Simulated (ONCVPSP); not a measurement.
# An ONCV potential for Pm, from input to tests

Do these settings give a usable potential? It is generated, then checked for transferability, scattering, ghosts and hardness.

The numbers are computed with ONCVPSP 4.0.1 (PBE, scalar-relativistic, spin-unpolarised reference atom).

## (1) Starting point

Typed settings, in words:

```json
{
  "element": "promethium (Pm, Z = 61)",
  "type": "optimised norm-conserving Vanderbilt (ONCV)",
  "frozen core": "[Kr] 4d10",
  "valence charge": "15",
  "reference configuration": "4f4.5 5s2 5p6 5d0.5 6s2",
  "partial waves": "5s+6s: rc 2.00 bohr, ncon 4, nbas 7, qcut 6.6 1/bohr, 3 projectors, debl 1.2 Ha; 5p: rc 2.20 bohr, ncon 4, nbas 8, qcut 5.7 1/bohr, 2 projectors, debl 1.1 Ha; 5d: rc 3.70 bohr, ncon 5, nbas 10, qcut 4 1/bohr, 2 projectors, debl 0.5 Ha; 4f: rc 1.25 bohr, ncon 4, nbas 9, qcut 11.9 1/bohr, 3 projectors, debl 1.2 Ha",
  "local potential": "polynomial inside 1.25 bohr (lpopt 5, dvloc0 6 Ha)",
  "core correction": "Teter function, fcfact 3.25, rcfact 1.3"
}
```

## (2) Generation

Pm.dat

```
# ATOM AND REFERENCE CONFIGURATION
# atsym  z   nc   nv     iexc    psfile
  Pm 61.00    9    5        4      upf
#
#   n    l    f
    1    0    2.00
    2    0    2.00
    2    1    6.00
    3    0    2.00
    3    1    6.00
    3    2   10.00
    4    0    2.00
    4    1    6.00
    4    2   10.00
    4    3    4.50
    5    0    2.00
    5    1    6.00
    5    2    0.50
    6    0    2.00
#
# PSEUDOPOTENTIAL AND OPTIMIZATION
# lmax
    3
#
#   l,   rc,      ep,       ncon, nbas, qcut
    0    2.00    0.00    4    7    6.60
    1    2.20    0.00    4    8    5.70
    2    3.70    0.00    5   10    4.00
    3    1.25    0.00    4    9   11.90
#
# LOCAL POTENTIAL
# lloc, lpopt,  rc(5),   dvloc0
    4    5    1.25    6.00
#
# VANDERBILT-KLEINMAN-BYLANDER PROJECTORs
# l, nproj, debl
    0    3    1.20
    1    2    1.10
    2    2    0.50
    3    3    1.20
#
# MODEL CORE CHARGE
# icmod, fcfact, rcfact
    3    3.25    1.30
#
# LOG DERIVATIVE ANALYSIS
# epsh1, epsh2, depsh
   -3.00    5.00    0.02
#
# OUTPUT GRID
# rlmax, drl
    6.00    0.01
#
# TEST CONFIGURATIONS
# ncnf
    4
# nvcnf
#   n    l    f
    5
    4    3    5.00
    5    0    2.00
    5    1    6.00
    5    2    0.00
    6    0    2.00
#
    5
    4    3    5.00
    5    0    2.00
    5    1    6.00
    5    2    0.00
    6    0    1.00
#
    5
    4    3    5.00
    5    0    2.00
    5    1    6.00
    5    2    0.00
    6    0    0.00
#
    5
    4    3    5.00
    5    0    2.00
    5    1    6.00
    5    2    1.00
    6    0    0.00
#
```

On the command line:

```bash
$ oncvpsp.x < Pm.dat > Pm.out
```

Before running it: what results should come out? Wanted: cutoffs for 1 and 0.1 mHa per electron, occupied waves; bound ghosts; GHOST(+) flags; largest phase difference near zero energy, channels read; rms error of d²Exc/dn², without and with the model core.

**Answer**, as computed:

```
                                                quantity              value
  cutoffs for 1 and 0.1 mHa per electron, occupied waves   68 Ha and 163 Ha
                                            bound ghosts         none found
                                          GHOST(+) flags        s at 176 eV
largest phase difference near zero energy, channels read          0.000 rad
 rms error of d²Exc/dn², without and with the model core  7.34 and 3.98 mHa
```

By its cutoff, 68 Ha for the looser tolerance, it is very hard. At the looser tolerance the 4f wave is the slowest; 5s needs 14 Ha. The program's ghost test flags no bound state. Near zero energy the phases of the channels with partial waves agree within 0.001 rad. The program also flags highly localised states, GHOST(+) (s). These are tests on the free atom; a crystal test is still owed.
